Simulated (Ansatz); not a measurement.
# AlF₂HS: how energies converge with the basis set

An exercise on one series of results from a longer session: the logs are not shown, and one member is left open.

Program: Ansatz 0.2.0, Gaussian basis. Level of theory: one geometry, several basis sets. These are calculated values, not measurements.

Levels to be run: PBE0-D4/def2-SVP; ωB97M-V/def2-SVP; PBE0-D4/def2-QZVPP; ωB97M-V/def2-QZVPP; the functionals' def2-TZVPP values are taken from earlier runs.

### The geometry

All runs share one geometry, relaxed beforehand with PBE0-D4 in a triple-zeta def2 set.

SMILES `[F][Al]([F])[SH]`, 5 atoms, charge 0, spin multiplicity 1.

Atoms are counted from 1 here; the program's logs count them from 0.

Bond lengths: F1–Al2 1.638 Å, Al2–F3 1.635 Å, Al2–S4 2.153 Å, S4–H5 1.346 Å. Angles: F1–Al2–F3 119.3°, F1–Al2–S4 121.0°, F3–Al2–S4 119.7°, Al2–S4–H5 91.6°.

The first run:

in.yaml reads:

```yaml
crystal:
  periodic: [false, false, false]
  atoms:
    - {symbol: F, position_ang: [0.892196, 0.387858, 1.495497]}
    - {symbol: Al, position_ang: [0.340259, -0.464678, 0.210979]}
    - {symbol: F, position_ang: [0.820593, -2.015593, 0.014607]}
    - {symbol: S, position_ang: [-1.003416, 0.425729, -1.216034]}
    - {symbol: H, position_ang: [-0.999732, 1.592985, -0.546450]}
basis:
  gaussian: {orbitals: def2-SVP}
hamiltonian: {xc: pbe0, dispersion: d4}
output: {orbitals: {seedname: orbitals}}
```

Among the steps run: PBE0-D4 in def2-SVP; ωB97M-V in def2-SVP; PBE0-D4 in def2-QZVPP; ωB97M-V in def2-QZVPP.

One of the session's tables, all rows but one given; the rest of the session is left out.

| functional | basis | HOMO (eV) |
| --- | --- | --- |
| PBE0-D4 | def2-SVP | ? |
| PBE0-D4 | def2-TZVPP | -8.36 |
| PBE0-D4 | def2-QZVPP | -8.38 |
| ωB97M-V | def2-SVP | -10.35 |
| ωB97M-V | def2-TZVPP | -10.54 |
| ωB97M-V | def2-QZVPP | -10.57 |

Q: Estimate the row for PBE0-D4, def2-SVP from the others.

The run gave: HOMO (eV): -8.21. In the column «HOMO (eV)» it is the highest.
